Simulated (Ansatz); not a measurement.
# Manganese, diamond under BLYP: structure, energy and stiffness

What does BLYP give for manganese in the diamond structure? We relax it, solve it on a dense k-mesh, then scale the cell to 7 volumes from 88 to 112 % of the relaxed one and try a fit of the equation of state. The start is antiferromagnetic. The k-meshes are 11×11×11 for the relaxation; 17×17×17 for the dense run; 12×12×12 for the volumes.

Computed with Ansatz 0.2.0 (DFT BLYP, plane waves (420 eV) with PAW, scalar-relativistic; the PAW data stem from PBE, with regenerated cores, unless a step says otherwise).

### 1 The structure to begin with

It takes space group Fd-3m (No. 227, cubic). Conventional cell: a = 5.025 Å, b = 5.025 Å, c = 5.025 Å, α = 90.00°, β = 90.00°, γ = 90.00°. Mn (site symmetry -43m) is surrounded by 4 Mn at 2.18 Å.

Coordinates:

```cif
data_structure
_symmetry_space_group_name_H-M 'P 1'
_symmetry_Int_Tables_number 1
_cell_length_a 3.5533
_cell_length_b 3.5533
_cell_length_c 3.5533
_cell_angle_alpha 60.000
_cell_angle_beta 60.000
_cell_angle_gamma 60.000
_cell_volume 31.72
loop_
_atom_site_label
_atom_site_type_symbol
_atom_site_fract_x
_atom_site_fract_y
_atom_site_fract_z
_atom_site_occupancy
Mn1 Mn 0.12500 0.12500 0.12500 1
Mn2 Mn 0.87500 0.87500 0.87500 1
```

The atoms start with moments of +3, -3 μB.

### 2 Relaxation of the cell

The input, input.yaml:

```yaml
crystal:
  lattice:
    - [0.0, 2.5125686141, 2.5125686141]
    - [2.5125686141, 0.0, 2.5125686141]
    - [2.5125686141, 2.5125686141, 0.0]
  atoms:
    - { symbol: Mn, position: [0.125, 0.125, 0.125], spin: 3.0 }
    - { symbol: Mn, position: [0.875, 0.875, 0.875], spin: -3.0 }
hamiltonian:
  xc: blyp
  pseudopotentials:
    kind: paw
    azcp:
      Mn: "pseudopotentials/Mn.paw.azcp"
basis:
  ecutwfc: 420
  fft_grid_basis: typed
kpoints:
  mp_grid: { grid: [11, 11, 11], shift: [0, 0, 0] }
magnetization:
  spin_polarized: true
scf:
  occupations: { method: fermi_dirac, width: 0.05 }
relax:
  max_steps: 60
  f_tol: 0.01
  cell: {}
```

After this run come: The energy on a finer k-mesh; At 88 % of the relaxed volume; At 92 % of the relaxed volume; At 96 % of the relaxed volume; At 100 % of the relaxed volume; At 104 % of the relaxed volume; At 108 % of the relaxed volume; At 112 % of the relaxed volume.

**Question.** What will these runs give? Wanted: space group; conventional cell; volume; shortest distance; gap on the mesh; magnetic state; relative to alpha-Mn; V₀, B₀, B₀′.

**Answer**, as computed:

```
                                 quantity                                      value
           space group (spins left aside)                            Fd-3m (No. 227)
                        conventional cell                                a = 5.202 Å
                                   volume                             17.598 Å³/atom
                        shortest distance                                    2.253 Å
                          gap on the mesh               none (levels filled in part)
                           magnetic state  antiferromagnetic, up to 2.09 μB per atom
relative to alpha-Mn (A12), ferrimagnetic                              +945 meV/atom
                              V₀, B₀, B₀′                17.596 Å³/atom, 51 GPa, 5.9
```

In words: The relaxation enlarged the cell by 10.9 % in volume. Against the reference form of manganese (alpha-Mn (A12), ferrimagnetic, computed apart with the same settings) it stands 945 meV/atom higher. It ends antiferromagnetic, with up to 2.09 μB per atom. Levels at the Fermi energy are filled in part, as in a metal. The moment runs from 1.43 to 2.58 μB across the volumes, and this change enters B₀ and B₀′. B₀ comes out at 51 GPa. Relaxation kept the symmetry; phonons were not checked.
